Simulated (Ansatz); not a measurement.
# F₄H₆OSi₂ (built from SMILES F.F[Si](F)(F)[SiH3].O): Born-Oppenheimer dynamics

Aim: follow the atoms for 80 steps of 1.0 fs at constant energy, with velocities drawn for 300 K, and see to which side of the barrier the system falls.

Computed with Ansatz 0.2.0, Gaussian basis. Level: SPW92/def2-SVP.

3 further runs of the same task are left out: 3 that didn't finish.

## Step 1: Where the work starts

The start, a first-order saddle point found at PBE0-D4 in triple zeta: 13 atoms, charge 0, spin multiplicity 1.

Atoms are counted from 1 here; the program's logs count them from 0.

Bond lengths: Si1–F3 1.589 Å, Si1–F4 1.632 Å, Si1–F5 1.615 Å, Si1–F7 1.708 Å, Si2–H10 1.492 Å, Si2–H11 1.490 Å, Si2–H12 1.480 Å, H6–O9 0.998 Å, H8–O9 1.159 Å, O9–H13 0.973 Å. Angles: F3–Si1–F4 95.1°, F3–Si1–F5 114.6°, F3–Si1–F7 91.1°, F4–Si1–F5 96.4°, F4–Si1–F7 166.2°, F5–Si1–F7 92.1°, H10–Si2–H11 106.7°, H10–Si2–H12 110.2°, H11–Si2–H12 110.6°, H6–O9–H8 92.9°, H6–O9–H13 104.8°, H8–O9–H13 104.4°.

Geometry (Å):

```xyz
13
charge 0, multiplicity 1
Si   -1.2011   -0.0881    0.3651
Si    0.3806    0.0864   -1.5772
F    -2.5265   -0.9616    0.3040
F    -1.8082    1.1593   -0.4940
F    -0.9958    0.7254    1.7452
H     1.1157   -0.7291    1.4728
F    -0.3096   -1.4237    0.9459
H     0.9710    0.2869    0.2895
O     1.5992    0.1143    1.2479
H     1.6682   -0.6549   -1.7116
H    -0.6538   -0.7176   -2.2874
H     0.4997    1.4323   -2.1817
H     1.2608    0.7704    1.8814
```

## Step 2: The run

The input, md/in.yaml:

```yaml
crystal:
  periodic: [false, false, false]
  atoms:
    - {symbol: Si, position_ang: [-1.201127, -0.088111, 0.365065]}
    - {symbol: Si, position_ang: [0.380564, 0.086447, -1.577209]}
    - {symbol: F, position_ang: [-2.526531, -0.961594, 0.304021]}
    - {symbol: F, position_ang: [-1.808218, 1.159267, -0.494009]}
    - {symbol: F, position_ang: [-0.995823, 0.725430, 1.745224]}
    - {symbol: H, position_ang: [1.115745, -0.729149, 1.472847]}
    - {symbol: F, position_ang: [-0.309556, -1.423734, 0.945927]}
    - {symbol: H, position_ang: [0.970989, 0.286895, 0.289462]}
    - {symbol: O, position_ang: [1.599177, 0.114281, 1.247892]}
    - {symbol: H, position_ang: [1.668194, -0.654870, -1.711623]}
    - {symbol: H, position_ang: [-0.653762, -0.717578, -2.287366]}
    - {symbol: H, position_ang: [0.499685, 1.432302, -2.181702]}
    - {symbol: H, position_ang: [1.260764, 0.770414, 1.881370]}
basis:
  gaussian: {orbitals: def2-SVP}
hamiltonian: {xc: lda}
md: {n_steps: 80, timestep: 1.0, temperature: 300, ensemble: nve, seed: 140, initial_velocities: maxwell_boltzmann}
```

Command:

```sh
$ ansatz run in.yaml --threads 4 --pin off --events-out ev --progress --plain --max-ram 66560MiB --backend cpu
```

Standard output:

```text
Functional definition: SPW92
  name "SPW92"
  cite "Dirac, Proc. Camb. Phil. Soc. 26, 376 (1930) doi:10.1017/S0305004100016108"
  cite "Slater, Phys. Rev. 81, 385 (1951) doi:10.1103/PhysRev.81.385"
  cite "Perdew & Wang, Phys. Rev. B 45, 13244 (1992) doi:10.1103/PhysRevB.45.13244"
  exchange = slater_x
  correlation = pw_c
1475 factors; their error is unknown
mean field evaluation 1: about -28602.0722 eV, gradient 6.7e1 eV
mean field evaluation 2: about -28586.6516 eV, gradient 1.2e2 eV
mean field evaluation 4: about -28609.1468 eV, gradient 4.1e0 eV
mean field evaluation 8: about -28609.1786 eV, gradient 3.5e-1 eV
mean field evaluation 16: about -28609.0728 eV, gradient 9.5e-4 eV
mean field -28609.07279539 eV, -1051.3640333047 hartree, gradient 7.4e-5 eV, S^2 0.000000; 0 other end points of the search recorded, 0 dependent functions left out
the calculation of the forces begins
reference -28609.07282939 eV, -1051.3640345542 hartree; 39, 39 occupied and 97, 97 virtual orbitals, 1475 factors
md step     0: t =     0.00 fs  T =   300.0 K  F+E_penalty+E_count = -28609.07279539 eV  E_kin = 0.426558 eV  conserved = -28608.64623740 eV  (28 SCF iters)
[... from here on, the SCF cycles and remarks between the steps are left out ...]
md step     1: t =     1.00 fs  T =   301.8 K  F+E_penalty+E_count = -28609.07480976 eV  E_kin = 0.429124 eV  conserved = -28608.64568541 eV  (30 SCF iters)
md step     2: t =     2.00 fs  T =   290.2 K  F+E_penalty+E_count = -28609.05873480 eV  E_kin = 0.412660 eV  conserved = -28608.64607432 eV  (30 SCF iters)
md step     3: t =     3.00 fs  T =   262.9 K  F+E_penalty+E_count = -28609.01959103 eV  E_kin = 0.373770 eV  conserved = -28608.64582070 eV  (30 SCF iters)
md step     4: t =     4.00 fs  T =   223.5 K  F+E_penalty+E_count = -28608.96174905 eV  E_kin = 0.317771 eV  conserved = -28608.64397765 eV  (30 SCF iters)
md step     5: t =     5.00 fs  T =   190.0 K  F+E_penalty+E_count = -28608.91226904 eV  E_kin = 0.270102 eV  conserved = -28608.64216708 eV  (30 SCF iters)
md step     6: t =     6.00 fs  T =   180.2 K  F+E_penalty+E_count = -28608.89829293 eV  E_kin = 0.256219 eV  conserved = -28608.64207414 eV  (31 SCF iters)
md step     7: t =     7.00 fs  T =   195.0 K  F+E_penalty+E_count = -28608.92114841 eV  E_kin = 0.277270 eV  conserved = -28608.64387877 eV  (31 SCF iters)
md step     8: t =     8.00 fs  T =   216.1 K  F+E_penalty+E_count = -28608.95342715 eV  E_kin = 0.307280 eV  conserved = -28608.64614677 eV  (30 SCF iters)
md step     9: t =     9.00 fs  T =   221.5 K  F+E_penalty+E_count = -28608.96169869 eV  E_kin = 0.314941 eV  conserved = -28608.64675769 eV  (31 SCF iters)
md step    10: t =    10.00 fs  T =   205.5 K  F+E_penalty+E_count = -28608.93759031 eV  E_kin = 0.292129 eV  conserved = -28608.64546129 eV  (30 SCF iters)
md step    11: t =    11.00 fs  T =   179.9 K  F+E_penalty+E_count = -28608.90021779 eV  E_kin = 0.255843 eV  conserved = -28608.64437460 eV  (30 SCF iters)
md step    12: t =    12.00 fs  T =   156.8 K  F+E_penalty+E_count = -28608.86702169 eV  E_kin = 0.222963 eV  conserved = -28608.64405910 eV  (31 SCF iters)
md step    13: t =    13.00 fs  T =   141.1 K  F+E_penalty+E_count = -28608.84421495 eV  E_kin = 0.200585 eV  conserved = -28608.64362987 eV  (31 SCF iters)
md step    14: t =    14.00 fs  T =   136.7 K  F+E_penalty+E_count = -28608.83778116 eV  E_kin = 0.194426 eV  conserved = -28608.64335483 eV  (30 SCF iters)
md step    15: t =    15.00 fs  T =   145.9 K  F+E_penalty+E_count = -28608.85114563 eV  E_kin = 0.207427 eV  conserved = -28608.64371887 eV  (30 SCF iters)
md step    16: t =    16.00 fs  T =   164.2 K  F+E_penalty+E_count = -28608.87805830 eV  E_kin = 0.233470 eV  conserved = -28608.64458831 eV  (31 SCF iters)
md step    17: t =    17.00 fs  T =   182.3 K  F+E_penalty+E_count = -28608.90442872 eV  E_kin = 0.259140 eV  conserved = -28608.64528900 eV  (31 SCF iters)
md step    18: t =    18.00 fs  T =   193.2 K  F+E_penalty+E_count = -28608.91952513 eV  E_kin = 0.274640 eV  conserved = -28608.64488527 eV  (30 SCF iters)
md step    19: t =    19.00 fs  T =   200.9 K  F+E_penalty+E_count = -28608.92939876 eV  E_kin = 0.285667 eV  conserved = -28608.64373140 eV  (30 SCF iters)
md step    20: t =    20.00 fs  T =   215.4 K  F+E_penalty+E_count = -28608.95005937 eV  E_kin = 0.306243 eV  conserved = -28608.64381671 eV  (30 SCF iters)
md step    21: t =    21.00 fs  T =   235.7 K  F+E_penalty+E_count = -28608.98021477 eV  E_kin = 0.335070 eV  conserved = -28608.64514478 eV  (30 SCF iters)
md step    22: t =    22.00 fs  T =   249.8 K  F+E_penalty+E_count = -28609.00099421 eV  E_kin = 0.355164 eV  conserved = -28608.64582993 eV  (30 SCF iters)
md step    23: t =    23.00 fs  T =   250.3 K  F+E_penalty+E_count = -28609.00157538 eV  E_kin = 0.355889 eV  conserved = -28608.64568679 eV  (30 SCF iters)
md step    24: t =    24.00 fs  T =   238.1 K  F+E_penalty+E_count = -28608.98406949 eV  E_kin = 0.338554 eV  conserved = -28608.64551534 eV  (29 SCF iters)
md step    25: t =    25.00 fs  T =   216.5 K  F+E_penalty+E_count = -28608.95301822 eV  E_kin = 0.307780 eV  conserved = -28608.64523812 eV  (29 SCF iters)
md step    26: t =    26.00 fs  T =   190.5 K  F+E_penalty+E_count = -28608.91513671 eV  E_kin = 0.270817 eV  conserved = -28608.64431989 eV  (29 SCF iters)
md step    27: t =    27.00 fs  T =   170.7 K  F+E_penalty+E_count = -28608.88566736 eV  E_kin = 0.242666 eV  conserved = -28608.64300182 eV  (29 SCF iters)
md step    28: t =    28.00 fs  T =   170.6 K  F+E_penalty+E_count = -28608.88483776 eV  E_kin = 0.242573 eV  conserved = -28608.64226490 eV  (29 SCF iters)
md step    29: t =    29.00 fs  T =   197.2 K  F+E_penalty+E_count = -28608.92340784 eV  E_kin = 0.280354 eV  conserved = -28608.64305369 eV  (29 SCF iters)
md step    30: t =    30.00 fs  T =   241.5 K  F+E_penalty+E_count = -28608.98859073 eV  E_kin = 0.343333 eV  conserved = -28608.64525802 eV  (29 SCF iters)
md step    31: t =    31.00 fs  T =   281.0 K  F+E_penalty+E_count = -28609.04668482 eV  E_kin = 0.399562 eV  conserved = -28608.64712240 eV  (29 SCF iters)
md step    32: t =    32.00 fs  T =   296.4 K  F+E_penalty+E_count = -28609.06870353 eV  E_kin = 0.421433 eV  conserved = -28608.64727028 eV  (30 SCF iters)
md step    33: t =    33.00 fs  T =   284.8 K  F+E_penalty+E_count = -28609.05111352 eV  E_kin = 0.404985 eV  conserved = -28608.64612880 eV  (30 SCF iters)
md step    34: t =    34.00 fs  T =   257.5 K  F+E_penalty+E_count = -28609.01085648 eV  E_kin = 0.366065 eV  conserved = -28608.64479114 eV  (30 SCF iters)
md step    35: t =    35.00 fs  T =   228.5 K  F+E_penalty+E_count = -28608.96883856 eV  E_kin = 0.324920 eV  conserved = -28608.64391884 eV  (30 SCF iters)
md step    36: t =    36.00 fs  T =   208.0 K  F+E_penalty+E_count = -28608.93923743 eV  E_kin = 0.295698 eV  conserved = -28608.64353990 eV  (29 SCF iters)
md step    37: t =    37.00 fs  T =   201.0 K  F+E_penalty+E_count = -28608.92905774 eV  E_kin = 0.285726 eV  conserved = -28608.64333181 eV  (29 SCF iters)
md step    38: t =    38.00 fs  T =   210.6 K  F+E_penalty+E_count = -28608.94284089 eV  E_kin = 0.299490 eV  conserved = -28608.64335066 eV  (28 SCF iters)
md step    39: t =    39.00 fs  T =   237.8 K  F+E_penalty+E_count = -28608.98198088 eV  E_kin = 0.338096 eV  conserved = -28608.64388442 eV  (30 SCF iters)
md step    40: t =    40.00 fs  T =   278.3 K  F+E_penalty+E_count = -28609.04033368 eV  E_kin = 0.395651 eV  conserved = -28608.64468303 eV  (29 SCF iters)
md step    41: t =    41.00 fs  T =   323.0 K  F+E_penalty+E_count = -28609.10519502 eV  E_kin = 0.459259 eV  conserved = -28608.64593582 eV  (30 SCF iters)
md step    42: t =    42.00 fs  T =   358.5 K  F+E_penalty+E_count = -28609.15669194 eV  E_kin = 0.509685 eV  conserved = -28608.64700720 eV  (30 SCF iters)
md step    43: t =    43.00 fs  T =   375.3 K  F+E_penalty+E_count = -28609.17996933 eV  E_kin = 0.533634 eV  conserved = -28608.64633525 eV  (30 SCF iters)
md step    44: t =    44.00 fs  T =   379.9 K  F+E_penalty+E_count = -28609.18509706 eV  E_kin = 0.540234 eV  conserved = -28608.64486284 eV  (30 SCF iters)
md step    45: t =    45.00 fs  T =   386.6 K  F+E_penalty+E_count = -28609.19406492 eV  E_kin = 0.549706 eV  conserved = -28608.64435938 eV  (29 SCF iters)
md step    46: t =    46.00 fs  T =   401.1 K  F+E_penalty+E_count = -28609.21527548 eV  E_kin = 0.570366 eV  conserved = -28608.64490960 eV  (29 SCF iters)
md step    47: t =    47.00 fs  T =   418.2 K  F+E_penalty+E_count = -28609.24042902 eV  E_kin = 0.594644 eV  conserved = -28608.64578508 eV  (29 SCF iters)
md step    48: t =    48.00 fs  T =   427.9 K  F+E_penalty+E_count = -28609.25499156 eV  E_kin = 0.608465 eV  conserved = -28608.64652668 eV  (29 SCF iters)
md step    49: t =    49.00 fs  T =   424.0 K  F+E_penalty+E_count = -28609.24854385 eV  E_kin = 0.602817 eV  conserved = -28608.64572702 eV  (30 SCF iters)
md step    50: t =    50.00 fs  T =   417.5 K  F+E_penalty+E_count = -28609.23634422 eV  E_kin = 0.593650 eV  conserved = -28608.64269381 eV  (30 SCF iters)
md step    51: t =    51.00 fs  T =   435.1 K  F+E_penalty+E_count = -28609.26103507 eV  E_kin = 0.618593 eV  conserved = -28608.64244228 eV  (30 SCF iters)
md step    52: t =    52.00 fs  T =   478.0 K  F+E_penalty+E_count = -28609.32553688 eV  E_kin = 0.679719 eV  conserved = -28608.64581826 eV  (30 SCF iters)
md step    53: t =    53.00 fs  T =   517.9 K  F+E_penalty+E_count = -28609.38349414 eV  E_kin = 0.736412 eV  conserved = -28608.64708201 eV  (30 SCF iters)
md step    54: t =    54.00 fs  T =   539.9 K  F+E_penalty+E_count = -28609.41379219 eV  E_kin = 0.767617 eV  conserved = -28608.64617522 eV  (30 SCF iters)
md step    55: t =    55.00 fs  T =   550.0 K  F+E_penalty+E_count = -28609.42784571 eV  E_kin = 0.782082 eV  conserved = -28608.64576383 eV  (30 SCF iters)
md step    56: t =    56.00 fs  T =   552.1 K  F+E_penalty+E_count = -28609.43174050 eV  E_kin = 0.785078 eV  conserved = -28608.64666283 eV  (30 SCF iters)
md step    57: t =    57.00 fs  T =   537.2 K  F+E_penalty+E_count = -28609.41170569 eV  E_kin = 0.763767 eV  conserved = -28608.64793908 eV  (29 SCF iters)
md step    58: t =    58.00 fs  T =   494.3 K  F+E_penalty+E_count = -28609.34987253 eV  E_kin = 0.702846 eV  conserved = -28608.64702625 eV  (29 SCF iters)
md step    59: t =    59.00 fs  T =   437.5 K  F+E_penalty+E_count = -28609.26433669 eV  E_kin = 0.622088 eV  conserved = -28608.64224893 eV  (30 SCF iters)
md step    60: t =    60.00 fs  T =   411.3 K  F+E_penalty+E_count = -28609.22467194 eV  E_kin = 0.584747 eV  conserved = -28608.63992480 eV  (30 SCF iters)
md step    61: t =    61.00 fs  T =   434.7 K  F+E_penalty+E_count = -28609.26227185 eV  E_kin = 0.618053 eV  conserved = -28608.64421895 eV  (30 SCF iters)
md step    62: t =    62.00 fs  T =   472.9 K  F+E_penalty+E_count = -28609.31945627 eV  E_kin = 0.672370 eV  conserved = -28608.64708599 eV  (30 SCF iters)
md step    63: t =    63.00 fs  T =   496.4 K  F+E_penalty+E_count = -28609.35195854 eV  E_kin = 0.705875 eV  conserved = -28608.64608353 eV  (30 SCF iters)
md step    64: t =    64.00 fs  T =   510.8 K  F+E_penalty+E_count = -28609.37108781 eV  E_kin = 0.726353 eV  conserved = -28608.64473511 eV  (30 SCF iters)
md step    65: t =    65.00 fs  T =   528.2 K  F+E_penalty+E_count = -28609.39627268 eV  E_kin = 0.751063 eV  conserved = -28608.64520932 eV  (30 SCF iters)
md step    66: t =    66.00 fs  T =   543.1 K  F+E_penalty+E_count = -28609.41953404 eV  E_kin = 0.772197 eV  conserved = -28608.64733667 eV  (30 SCF iters)
md step    67: t =    67.00 fs  T =   535.3 K  F+E_penalty+E_count = -28609.40936327 eV  E_kin = 0.761170 eV  conserved = -28608.64819315 eV  (30 SCF iters)
md step    68: t =    68.00 fs  T =   501.1 K  F+E_penalty+E_count = -28609.35707523 eV  E_kin = 0.712555 eV  conserved = -28608.64452060 eV  (30 SCF iters)
md step    69: t =    69.00 fs  T =   474.0 K  F+E_penalty+E_count = -28609.31570656 eV  E_kin = 0.674007 eV  conserved = -28608.64169998 eV  (30 SCF iters)
md step    70: t =    70.00 fs  T =   476.9 K  F+E_penalty+E_count = -28609.32307140 eV  E_kin = 0.678129 eV  conserved = -28608.64494228 eV  (30 SCF iters)
md step    71: t =    71.00 fs  T =   485.6 K  F+E_penalty+E_count = -28609.33732363 eV  E_kin = 0.690407 eV  conserved = -28608.64691649 eV  (30 SCF iters)
md step    72: t =    72.00 fs  T =   480.4 K  F+E_penalty+E_count = -28609.32836570 eV  E_kin = 0.683058 eV  conserved = -28608.64530720 eV  (30 SCF iters)
md step    73: t =    73.00 fs  T =   474.2 K  F+E_penalty+E_count = -28609.31793615 eV  E_kin = 0.674214 eV  conserved = -28608.64372207 eV  (30 SCF iters)
md step    74: t =    74.00 fs  T =   482.4 K  F+E_penalty+E_count = -28609.33055841 eV  E_kin = 0.685871 eV  conserved = -28608.64468729 eV  (30 SCF iters)
md step    75: t =    75.00 fs  T =   495.8 K  F+E_penalty+E_count = -28609.35320931 eV  E_kin = 0.704994 eV  conserved = -28608.64821533 eV  (30 SCF iters)
md step    76: t =    76.00 fs  T =   486.1 K  F+E_penalty+E_count = -28609.34040763 eV  E_kin = 0.691228 eV  conserved = -28608.64917964 eV  (29 SCF iters)
md step    77: t =    77.00 fs  T =   457.2 K  F+E_penalty+E_count = -28609.29238400 eV  E_kin = 0.650006 eV  conserved = -28608.64237835 eV  (29 SCF iters)
md step    78: t =    78.00 fs  T =   468.7 K  F+E_penalty+E_count = -28609.30660585 eV  E_kin = 0.666418 eV  conserved = -28608.64018792 eV  (30 SCF iters)
md step    79: t =    79.00 fs  T =   535.4 K  F+E_penalty+E_count = -28609.40971671 eV  E_kin = 0.761325 eV  conserved = -28608.64839146 eV  (30 SCF iters)
md step    80: t =    80.00 fs  T =   590.2 K  F+E_penalty+E_count = -28609.49032272 eV  E_kin = 0.839124 eV  conserved = -28608.65119906 eV  (30 SCF iters)
Total energy: -28609.49035689 eV, -1051.3793784068 hartree
Atom 0 at    -1.254081    -0.024952     0.150530 Å, force     1.439737     0.312188    -0.533672 eV/Å
Atom 1 at     0.219824     0.008300    -1.588469 Å, force     0.719796     0.068496    -0.308384 eV/Å
Atom 2 at    -2.406900    -1.054773     0.357989 Å, force    -1.592362    -0.811689     0.188873 eV/Å
Atom 3 at    -1.897430     1.348236    -0.395127 Å, force    -1.130370     0.359001    -0.702402 eV/Å
Atom 4 at    -0.789231     0.746486     1.505986 Å, force     0.033688     0.212996     1.158685 eV/Å
Atom 5 at     0.613992    -0.960666     1.339474 Å, force     0.831820     0.307467     0.055572 eV/Å
Atom 6 at    -0.173098    -1.525984     1.058478 Å, force    -0.404269    -0.146995    -0.252746 eV/Å
Atom 7 at     2.266050     0.364438     1.026125 Å, force    -0.490086    -0.048412     0.175086 eV/Å
Atom 8 at     1.493976     0.097983     1.575619 Å, force     1.381983    -1.096119    -0.079872 eV/Å
Atom 9 at     1.511348    -0.813269    -1.519858 Å, force    -0.352486     0.184451     0.040069 eV/Å
Atom 10 at    -0.313070    -0.067778    -3.004687 Å, force    -0.148812    -0.160545     0.269736 eV/Å
Atom 11 at     0.548273     1.477310    -1.435121 Å, force     0.315848    -0.060030    -0.015085 eV/Å
Atom 12 at     0.819763     0.789143     1.653370 Å, force    -0.604486     0.879191     0.004140 eV/Å
Dipole moment:     0.794800     0.086539     0.049573 e Å
```

Run time: 71 s. Hardware: 4 threads of AMD EPYC 7R13, shared host.

## Step 3: The trajectory

One row in 5 steps:

```
time (fs)  T (K)  potential (meV)  potential + kinetic (meV)  Si1–F7 (Å)  H6–O9 (Å)  Si2–H8 (Å)  Si1–Si2 (Å)
     0.00    300              0.0                        0.0       1.708      0.998       1.968        2.511
     5.00    190            160.5                        4.1       1.693      1.051       1.961        2.509
    10.00    205            135.2                        0.8       1.693      1.018       1.949        2.504
    15.00    146            221.6                        2.5       1.713      1.065       1.934        2.496
    20.00    215            122.7                        2.4       1.749      1.066       1.966        2.490
    25.00    216            119.8                        1.0       1.783      1.039       2.082        2.493
    30.00    241             84.2                        1.0       1.802      1.086       2.056        2.490
    35.00    229            104.0                        2.3       1.806      1.122       2.011        2.474
    40.00    278             32.5                        1.6       1.802      1.170       2.149        2.452
    45.00    387           -121.3                        1.9       1.807      1.162       2.219        2.412
    50.00    418           -163.5                        3.5       1.827      1.114       2.439        2.354
    55.00    550           -355.1                        0.5       1.856      1.203       2.531        2.298
    60.00    411           -151.9                        6.3       1.894      1.325       2.730        2.259
    65.00    528           -323.5                        1.0       1.938      1.309       2.909        2.242
    70.00    477           -250.3                        1.3       1.979      1.299       3.111        2.250
    75.00    496           -280.4                       -2.0       2.019      1.421       3.240        2.270
    80.00    590           -417.5                       -5.0       2.061      1.397       3.339        2.280
```

Energies count from the start.

Positions (Å) and forces (eV/Å) at 32.00 fs:

```xyz
13

Si   -1.182   -0.059    0.352    0.912   -1.764   -0.731
Si    0.329    0.117   -1.612    0.017   -0.520   -0.026
F    -2.514   -0.945    0.294   -0.045   -0.346    0.167
F    -1.753    1.134   -0.571   -0.610    1.311   -0.075
F    -0.984    0.659    1.787    0.151    1.013    0.501
H     0.935   -0.831    1.376   -0.171    0.393   -0.203
F    -0.247   -1.420    1.082   -0.136    0.025   -0.371
H     1.109    0.252    0.242    0.245   -0.172    0.712
O     1.523    0.091    1.262   -0.462    0.141   -0.242
H     1.499   -0.795   -1.960   -0.104    0.067    0.205
H    -0.817   -0.364   -2.446   -0.085   -0.170   -0.102
H     0.678    1.481   -2.100   -0.002    0.301    0.097
H     0.890    0.713    1.742    0.292   -0.277    0.068
```

Positions (Å) and forces (eV/Å) at 80.00 fs:

```xyz
13

Si   -1.254   -0.025    0.151    1.440    0.312   -0.534
Si    0.220    0.008   -1.588    0.720    0.068   -0.308
F    -2.407   -1.055    0.358   -1.592   -0.812    0.189
F    -1.897    1.348   -0.395   -1.130    0.359   -0.702
F    -0.789    0.746    1.506    0.034    0.213    1.159
H     0.614   -0.961    1.339    0.832    0.307    0.056
F    -0.173   -1.526    1.058   -0.404   -0.147   -0.253
H     2.266    0.364    1.026   -0.490   -0.048    0.175
O     1.494    0.098    1.576    1.382   -1.096   -0.080
H     1.511   -0.813   -1.520   -0.352    0.184    0.040
H    -0.313   -0.068   -3.005   -0.149   -0.161    0.270
H     0.548    1.477   -1.435    0.316   -0.060   -0.015
H     0.820    0.789    1.653   -0.604    0.879    0.004
```

## Step 4: Summary of results

| quantity | value |
| --- | --- |
| length | 80 steps, 80.0 fs |
| temperature at the start | 300 K |
| mean temperature, second half | 465 K |
| lowest and highest potential energy, from the first frame | -418 and 235 meV |
| largest change of potential + kinetic | 6.3 meV |
| bonds lost by distance | H6–O9 |

In words: By the last frame it has moved back towards the start side of the step. The system runs downhill by 0.42 eV, and that energy turns into motion. With no thermostat the total energy should stay fixed; it holds within 6.3 meV, small beside the kinetic energy, so the time step serves. The temperature runs between 137 and 590 K.
